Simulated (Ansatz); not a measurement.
Below is the output of a Python script on the Python package of Ansatz (0.2.0) that makes a geometry optimisation of CH2FGeNOS, SMILES N=[C]1[S][Ge]1([OH])[F]. Write a script that gives it. Level of theory: PBE, def2-SVP basis, multiplicity 1, D3BJ dispersion.

`ch2fgenos.xyz`
```text
8

N     1.11460    0.51680    1.84010
C     0.86680    0.51910    0.56290
S     1.48990    0.79560   -1.18110
Ge   -0.29080    0.12760   -0.98370
O    -0.62990   -1.64340   -1.23040
F    -1.71200    1.24950   -1.13060
H     0.34260    0.28110    2.47780
H    -1.08910   -1.90340   -0.41070
```

```console
$ python ch2fgenos_opt.py
step   1  E = -74638.983063 eV  max force 8.8905 eV/A
step   2  E = -74640.693155 eV  max force 1.4495 eV/A
step   3  E = -74640.834453 eV  max force 0.9011 eV/A
step   4  E = -74640.885818 eV  max force 0.7023 eV/A
step   5  E = -74640.907265 eV  max force 0.4758 eV/A
step   6  E = -74640.919979 eV  max force 0.3259 eV/A
step   7  E = -74640.846777 eV  max force 0.7754 eV/A
step   8  E = -74640.928408 eV  max force 0.1806 eV/A
step   9  E = -74640.935584 eV  max force 0.3720 eV/A
step  10  E = -74640.940069 eV  max force 0.1964 eV/A
step  11  E = -74640.941939 eV  max force 0.3287 eV/A
step  12  E = -74640.948358 eV  max force 0.4382 eV/A
step  13  E = -74640.956503 eV  max force 0.0941 eV/A
step  14  E = -74640.956964 eV  max force 0.1055 eV/A
step  15  E = -74640.916441 eV  max force 1.9379 eV/A
step  16  E = -74640.963095 eV  max force 0.1780 eV/A
step  17  E = -74640.958221 eV  max force 0.9200 eV/A
step  18  E = -74640.966409 eV  max force 0.1178 eV/A
step  19  E = -74640.968893 eV  max force 0.1013 eV/A
step  20  E = -74640.969747 eV  max force 0.4705 eV/A
step  21  E = -74640.972851 eV  max force 0.3986 eV/A
step  22  E = -74640.966352 eV  max force 0.2579 eV/A
step  23  E = -74640.978819 eV  max force 0.0692 eV/A
step  24  E = -74640.979222 eV  max force 0.0834 eV/A
step  25  E = -74640.980280 eV  max force 0.0610 eV/A
step  26  E = -74640.980527 eV  max force 0.0352 eV/A
step  27  E = -74640.980806 eV  max force 0.0151 eV/A
step  28  E = -74640.980728 eV  max force 0.1489 eV/A
step  29  E = -74640.981052 eV  max force 0.0178 eV/A
step  30  E = -74640.981097 eV  max force 0.0450 eV/A
step  31  E = -74640.981166 eV  max force 0.0174 eV/A
step  32  E = -74640.981177 eV  max force 0.0063 eV/A
converged              True
free_energy_ev         -74640.98120796868
reference_energy_ev    -74640.78493695255
n_frozen               0
n_occupied             [40, 40]
n_virtual              [76, 76]
bond        before    after (A)
N0-C1        1.3010   1.2585
N0-H6        1.0287   1.0305
C1-S2        1.8725   1.7969
C1-Ge3       1.9711   1.9559
S2-Ge3       1.9121   2.2821
Ge3-O4       1.8200   1.7832
Ge3-F5       1.8166   1.7620
O4-H7        0.9749   0.9791
```

One script that gives this output:

The script, `ch2fgenos_opt.py`:
```python
"""Minimum-energy structure of CH2FGeNOS."""

import warnings

import ansatz as az
import numpy as np

SETTINGS = {
    "basis": "def2-SVP",
    "functional": "pbe",
    "dispersion": "d3bj",
}

warnings.simplefilter("ignore", az.DeckWarning)

system = az.Crystal.molecule_from_extxyz("ch2fgenos.xyz")

calc = (
    system.calculation()
    .basis(gaussian=SETTINGS["basis"])
    .functional(SETTINGS["functional"], dispersion=SETTINGS["dispersion"])
    .scf(lower_state_search="standard")
)
symbols = [site.symbol for site in system.cartesian_sites]
start = np.array([site.position_ang for site in system.cartesian_sites], dtype=float)
def progress(event):
    if event["event"] == "relax_step":
        row = event["data"]
        print(f"step {row['step']:3d}  E = {row['lagrangian_ev']:.6f} eV  max force {row['allowed_force_max_ev_ang']:.4f} eV/A")


data = calc.relax(force_tolerance=0.01, max_steps=100).session().plan().execute(on_event=progress).report
end = np.array(data["positions_ang"])

for key in ("converged", "free_energy_ev", "reference_energy_ev", "n_frozen", "n_occupied", "n_virtual"):
    print(f"{key:22s} {data[key]}")

print("bond        before    after (A)")
for i, j in [(0, 1), (0, 6), (1, 2), (1, 3), (2, 3), (3, 4), (3, 5), (4, 7)]:
    d0, d1 = (np.linalg.norm(xyz[i] - xyz[j]) for xyz in (start, end))
    print(f"{symbols[i]}{i}-{symbols[j]}{j}".ljust(10), f"{d0:8.4f} {d1:8.4f}")
```

Caveats:
- The settings weren't tested for convergence.
- The end point is the stationary point reached from this start; no frequency run checks that it is a minimum, and the basis set is modest.
- Total less reference energy is the dispersion correction.
- Hardware and time: 2.5 min on 1 thread of Arm Neoverse V2 (shared host), peak memory 0.29 GiB.

(Lines on the test bed's own set-up are left out of the output.)
